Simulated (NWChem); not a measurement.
# One shape, several levels: CH5BN2O (SMILES [H]/N=C(/N)BO)

Wanted: a comparison of 6 runs (HF/STO-3G, HF/3-21G, B3LYP/6-31G*, MP2/STO-3G, CCSD(T)/6-31G) of CH5BN2O. 

The results are computed with NWChem 7.3.0.

## Step 1: The molecule

CH5BN2O: 10 atoms, total charge 0, spin state singlet. As SMILES, `[H]/N=C(/N)BO`. Geometry: relaxed at PBE0-D4/def2-TZVP. This is a higher conformer, about 17 kJ/mol above the lowest found by a separate search.

Bond lengths: N1–C2 1.280 Å, C2–N3 1.368 Å, C2–B4 1.581 Å, B4–O5 1.347 Å, N1–H6 1.017 Å, N3–H7 1.007 Å, N3–H8 1.003 Å, B4–H9 1.204 Å, O5–H10 0.960 Å. Some angles: N1–C2–N3 119.9°, N1–C2–B4 124.2°, N3–C2–B4 115.9°, C2–B4–O5 116.9°, C2–N1–H6 109.5°, C2–N3–H7 117.4°, C2–N3–H8 119.2°, C2–B4–H9 122.5°, O5–B4–H9 120.6°, B4–O5–H10 114.0°.

## Step 2: Energy and gradient at HF/STO-3G (run 1)

m1.xyz reads:

```xyz
10

N     -1.544700    -0.061200    -0.720000
C     -0.479200    -0.358000    -0.074900
N     -0.356300    -1.588800     0.510500
B      0.735400     0.631600     0.136900
O      0.595200     1.880900    -0.347400
H     -1.487400     0.900700    -1.044400
H     -1.043800    -2.285600     0.272900
H      0.553200    -1.913500     0.781700
H      1.751300     0.299600     0.691200
H      1.359500     2.442900    -0.203600
```

m1.nw reads:

```
start m1
memory 2200 mb
geometry units angstrom noautosym nocenter noautoz
   load m1.xyz
end
basis "ao basis" spherical bse
   N library STO-3G
   C library STO-3G
   B library STO-3G
   O library STO-3G
   H library STO-3G
end
scf
   singlet
   rhf
   thresh 1e-08
   maxiter 80
end
task scf gradient
```

Started as:

```
$ nwchem m1.nw > m1.out
```

Standard output:

```text
[...]
  functions       =    30
[...]
  wavefunction    = RHF
[...]
         Total SCF energy =   -246.006507366338
      One-electron energy =   -650.574992780143
      Two-electron energy =    246.684004207672
 Nuclear repulsion energy =    157.884481206134
        Time for solution =      2.0s
[...]
                         RHF ENERGY GRADIENTS
    atom               coordinates                        gradient
                 x          y          z           x          y          z
   1 N      -2.919060  -0.115651  -1.360603    0.021127   0.030022  -0.000913
   2 C      -0.905557  -0.676522  -0.141540   -0.014682  -0.044589   0.013630
   3 N      -0.673309  -3.002397   0.964705    0.009427   0.026917  -0.022156
   4 B       1.389704   1.193551   0.258703   -0.026208  -0.016092  -0.006403
   5 O       1.124765   3.554386  -0.656491    0.027088   0.032289   0.001154
   6 H      -2.810778   1.702076  -1.973630   -0.006119  -0.027069   0.007317
   7 H      -1.972496  -4.319158   0.515706    0.004720   0.010614   0.003086
   8 H       1.045396  -3.615991   1.477199   -0.012484   0.007405  -0.000892
   9 H       3.309477   0.566162   1.306179    0.021568  -0.004663   0.011011
  10 H       2.569082   4.616412  -0.384748   -0.024438  -0.014833  -0.005834
[...]
```

Wall time 3.3 s (1 thread of Intel Xeon Platinum 8488C (Sapphire Rapids), shared host); peak memory 0.1 GiB.

## Step 3: Energy and gradient at HF/3-21G (run 2)

input.xyz reads:

```xyz
10
CH5BN2O
N     -1.544700    -0.061200    -0.720000
C     -0.479200    -0.358000    -0.074900
N     -0.356300    -1.588800     0.510500
B      0.735400     0.631600     0.136900
O      0.595200     1.880900    -0.347400
H     -1.487400     0.900700    -1.044400
H     -1.043800    -2.285600     0.272900
H      0.553200    -1.913500     0.781700
H      1.751300     0.299600     0.691200
H      1.359500     2.442900    -0.203600
```

run.py reads:

```python
from ase.io import read
from ase.calculators.nwchem import NWChem

system = read('input.xyz')

calc = NWChem(
    label='input',
    theory='scf',
    memory='2200 mb',
    basis='3-21G',
    basispar='spherical bse',
    scf={'nopen': '0', 'rhf': None, 'thresh': '1e-08', 'maxiter': '80'},
)
system.calc = calc

forces = system.get_forces()
print(f"energy = {system.get_potential_energy():.6f} eV")
print("forces (eV/A):")
for s, f in zip(system.symbols, forces):
    print(f"{s:2s} {f[0]:10.5f} {f[1]:10.5f} {f[2]:10.5f}")
print("dipole (e A):", system.get_dipole_moment().round(4))
```

Started as:

```
$ export ASE_NWCHEM_COMMAND="nwchem PREFIX.nwi > PREFIX.nwo"
$ python run.py
```

Standard output:

```text
energy = -6744.827369 eV
forces (eV/A):
N     0.97630    0.38227    0.34257
C    -0.63995    0.15576   -0.23222
N     0.30426   -0.86934   -0.10937
B    -0.09410   -1.21202    0.38963
O     0.22343    0.75909   -0.17730
H    -0.34725   -0.12614   -0.15720
H     0.20816    0.29588    0.22420
H    -0.36818    0.00874    0.03101
H    -0.27567    0.00015   -0.12166
H     0.01311    0.60555   -0.18959
dipole (e A): [0.8869 0.1638 0.1685]
```

The calculator wrote input.nwi:

```
title "input"

permanent_dir input

scratch_dir input

start input

geometry units angstrom nocenter noautosym noautoz
  N  -1.5447000000000000e+00 -6.1199999999999997e-02 -7.1999999999999997e-01
  C  -4.7920000000000001e-01 -3.5799999999999998e-01 -7.4899999999999994e-02
  N  -3.5630000000000001e-01 -1.5888000000000000e+00 5.1049999999999995e-01
  B  7.3540000000000005e-01 6.3160000000000005e-01 1.3689999999999999e-01
  O  5.9519999999999995e-01 1.8809000000000000e+00 -3.4739999999999999e-01
  H  -1.4874000000000001e+00 9.0069999999999995e-01 -1.0444000000000000e+00
  H  -1.0438000000000001e+00 -2.2856000000000001e+00 2.7289999999999998e-01
  H  5.5320000000000003e-01 -1.9135000000000000e+00 7.8169999999999995e-01
  H  1.7513000000000001e+00 2.9959999999999998e-01 6.9120000000000004e-01
  H  1.3594999999999999e+00 2.4428999999999998e+00 -2.0360000000000000e-01
end

memory 2200 mb

basis spherical bse noprint
   * library 3-21G
end

scf
  nopen 0
  rhf
  thresh 1e-08
  maxiter 80
end

task scf gradient
```

input.nwo (excerpt; [...] marks lines left out):

```text
[...]
      One-electron energy =   -650.702032149541
[... 1 line left out ...]
 Nuclear repulsion energy =    157.884481206134
[... 37 lines left out ...]
                       ROHF Final Molecular Orbital Analysis
[... 213 lines left out ...]
     1   1 0 0      1.676016      0.000000    -12.492601
[...]
  wavefunction    =   RHF
                         RHF ENERGY GRADIENTS
    atom               coordinates                        gradient
                 x          y          z           x          y          z
   1 N      -2.919060  -0.115651  -1.360603   -0.018986  -0.007434  -0.006662
   2 C      -0.905557  -0.676522  -0.141540    0.012445  -0.003029   0.004516
   3 N      -0.673309  -3.002397   0.964705   -0.005917   0.016906   0.002127
[... 6 lines of this table left out ...]
  10 H       2.569082   4.616412  -0.384748   -0.000255  -0.011776   0.003687
[...]
```

Run time: 5.4 s. Hardware: 1 thread of Intel Xeon Platinum 8488C (Sapphire Rapids), shared host; peak memory 0.1 GiB.

Run 3 isn't shown in full; the table further down has it.

## Step 4: Energy and forces at B3LYP/6-31G(d) (spherical functions) (run 4)

mol.nw reads:

```
start mol
title "CH5BN2O gradient"
memory total 2200 mb

geometry noautosym nocenter noautoz
N    -1.544700   -0.061200   -0.720000
C    -0.479200   -0.358000   -0.074900
N    -0.356300   -1.588800    0.510500
B     0.735400    0.631600    0.136900
O     0.595200    1.880900   -0.347400
H    -1.487400    0.900700   -1.044400
H    -1.043800   -2.285600    0.272900
H     0.553200   -1.913500    0.781700
H     1.751300    0.299600    0.691200
H     1.359500    2.442900   -0.203600
end

basis spherical bse
* library 6-31G*
end

dft
xc b3lyp
mult 1
grid xfine
convergence energy 1e-08
maxiter 100
mulliken
noprint "final vectors analysis"
end

task dft gradient
```

Started as:

```
$ nwchem mol.nw > mol.out
```

Standard output (excerpt; [...] marks lines left out):

```text
[...]
          Wavefunction type:  closed shell.
          No. of atoms     :    10
          No. of electrons :    38
[...]
          Charge           :     0
          Spin multiplicity:     1
[...]
          AO basis - number of functions:    80
[...]
              XC Information
              --------------
                         B3LYP Method XC Potential
                     Hartree-Fock (Exact) Exchange  0.200
                        Slater Exchange Functional  0.800 local
                    Becke 1988 Exchange Functional  0.720 non-local
              Lee-Yang-Parr Correlation Functional  0.810
                  VWN I RPA Correlation Functional  0.190 local
[...]
 d= 0,ls=0.0,diis     1   -250.6022095437 -4.08D+02  2.12D-02  9.22D-01     4.3
[...]
 d= 0,ls=0.0,diis    11   -250.7182995805 -4.13D-09  4.30D-07  2.27D-09    38.4
         Total DFT energy =     -250.718299580492
      One electron energy =     -653.244778625941
           Coulomb energy =      278.509285984718
    Exchange-Corr. energy =      -33.867288145403
 Nuclear repulsion energy =      157.884481206134
[...]
      Total Density - Mulliken Population Analysis
     ---------------------------------------------
[...]
  wavefunction    = closed shell
                         DFT ENERGY GRADIENTS
    atom               coordinates                        gradient
                 x          y          z           x          y          z
   1 N      -2.919060  -0.115651  -1.360603    0.012511   0.001209   0.006279
   2 C      -0.905557  -0.676522  -0.141540   -0.010505  -0.006222  -0.002497
   3 N      -0.673309  -3.002397   0.964705    0.000460   0.004129  -0.005307
   4 B       1.389704   1.193551   0.258703   -0.002703   0.004510  -0.002788
   5 O       1.124765   3.554386  -0.656491    0.007761  -0.001681   0.004033
   6 H      -2.810778   1.702076  -1.973630    0.000229  -0.004150   0.001442
   7 H      -1.972496  -4.319158   0.515706    0.002627   0.003499   0.001202
   8 H       1.045396  -3.615991   1.477199   -0.003838   0.002712  -0.000852
   9 H       3.309477   0.566162   1.306179    0.000092  -0.000026   0.000069
  10 H       2.569082   4.616412  -0.384748   -0.006633  -0.003978  -0.001581
[...]
```

Run time: 47 s. Hardware: 1 thread of Intel Xeon Platinum 8488C (Sapphire Rapids), shared host; peak memory 0.15 GiB.

Run 5 isn't shown in full; the table further down has it.

## Step 5: The energy at CCSD(T)/6-31G (run 6)

ch5bn2o.nw reads:

```
start ch5bn2o
title "CH5BN2O"
memory total 2200 mb

geometry noautosym nocenter noautoz
  N       -1.544700      -0.061200      -0.720000
  C       -0.479200      -0.358000      -0.074900
  N       -0.356300      -1.588800       0.510500
  B        0.735400       0.631600       0.136900
  O        0.595200       1.880900      -0.347400
  H       -1.487400       0.900700      -1.044400
  H       -1.043800      -2.285600       0.272900
  H        0.553200      -1.913500       0.781700
  H        1.751300       0.299600       0.691200
  H        1.359500       2.442900      -0.203600
end

basis spherical bse
  * library 6-31G
end

scf
  thresh 1e-08
  maxiter 80
  print medium
end

ccsd
  freeze core 5
  maxiter 60
end

task ccsd(t) energy
```

Started as:

```
$ nwchem ch5bn2o.nw > ch5bn2o.out
```

Standard output:

```text
[...]
  functions       =    55
[...]
  wavefunction    = RHF
[...]
         Total SCF energy =   -249.148469727269
      One-electron energy =   -652.147335510762
      Two-electron energy =    245.114384577359
 Nuclear repulsion energy =    157.884481206134
        Time for solution =      6.4s
[...]
 Total MP2 energy:           -249.627789984132733
[...]
             energy      energy      error      ampl     ampl      Block
                                                time     time      time
[...]
 Total CCSD energy:           -249.656056974425042
[...]
 Total CCSD+T(CCSD) energy:           -249.671654378893635
[...]
 Total CCSD(T) energy:                -249.669976692798457
[...]
```

Wall time 42 s (1 thread of Intel Xeon Platinum 8488C (Sapphire Rapids), shared host); peak memory 0.15 GiB.

## Step 6: All runs side by side

| run | level | Cartesian functions | iteration cap | energy (Eh) | dipole moment (D) | HOMO energy (eV) | LUMO energy (eV) | wall time |
| --- | --- | --- | --- | --- | --- | --- | --- | --- |
| 1 | HF/STO-3G | no | 80 | -246.006507 | 3.61 | -7.10 | 6.46 | 3.3 s |
| 2 | HF/3-21G | no | 80 | -247.867836 | 4.41 | -9.06 | 2.96 | 5.4 s |
| 3 | B3LYP/6-31G* (Cartesian functions) | yes | 100 | -250.723254 | – | – | – | 49 s |
| 4 | B3LYP/6-31G* (spherical functions) | no | 100 | -250.718300 | 3.73 | – | – | 47 s |
| 5 | MP2/STO-3G | no | 80 | -246.247016 | 3.42 | -7.10 | 6.46 | 5.1 s |
| 6 | CCSD(T)/6-31G | no | 80 | -249.669977 | – | -9.33 | 2.62 | 42 s |

## Step 7: Results

| quantity | value |
| --- | --- |
| run 6: total energy | -249.66998 Eh |
| run 6: HOMO energy (Hartree–Fock orbitals) | -9.33 eV |
| run 6: LUMO energy (Hartree–Fock orbitals) | 2.62 eV |
| run 6: HOMO–LUMO gap (Hartree–Fock orbitals) | 11.95 eV |
| run 6: correlation energy (5 core orbitals frozen) | -521.5 mEh |
| run 6: (T) correction | -13.92 mEh |

What this shows: Over runs 1, 2, 4, 5 the dipole moment (its size) runs from 3.42 D (MP2/STO-3G) to 4.41 D (HF/3-21G). The two ends differ in method and basis. In runs 1, 5 the basis is minimal, so the values are rough. All runs together took 2.5 min, the longest 49 s.
